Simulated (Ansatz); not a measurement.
A run of Ansatz 0.2.0 is set up as follows.

The input input.yaml:

```yaml
crystal:
  lattice:
    - [3.60625077, 0.0, 0.0]
    - [-1.803125385, 3.1231047792, 0.0]
    - [0.0, 0.0, 6.483782]
  atoms:
    - { symbol: La, position: [0.0, 0.0, 0.5] }
    - { symbol: Na, position: [0.6666666667, 0.3333333333, 0.0] }
kpoints:
  mp_grid: { grid: [7, 7, 3] }
scf:
  occupations: { method: methfessel_paxton, width: 0.2 }
hamiltonian:
  xc: revpbe
  dispersion: d3bj
  pseudopotentials: { kind: all_electron, lapw: { basis_error: 0.001 } }
magnetization:
  noncollinear: true
  spin_orbit: true
output:
  forces: true
  stress: true
relax:
  f_tol: 0.02
  max_steps: 60
  cell: {}
```

Potentials or basis: all-electron LAPW, relativistic spinors.

The run is started by

```bash
$ ansatz run input.yaml --threads 2 --pin off --max-ram 6144MiB --backend cpu --events-out ev --progress --plain --runs-dir out
```

Task: Estimate the relaxed volume.

Result: 33.11 Å³/atom.

Task: Estimate the relaxed cell.

Result: a = 3.486 Å, b = 3.486 Å, c = 6.292 Å, α = 90.00°, β = 90.00°, γ = 120.00°.

The path:
```
step  energy change (eV)  largest force (eV/Å)  volume (Å³)
   1              0.0000                0.0000        73.02
   2             -0.0284                0.0000        69.77
   3             -0.0394                0.0000        65.71
   4             -0.0399                0.0000        66.23
   5             -0.0399                0.0000        66.23
```

Caveat: the k mesh is thin for a metal, which can move the energy by tens of meV per atom.
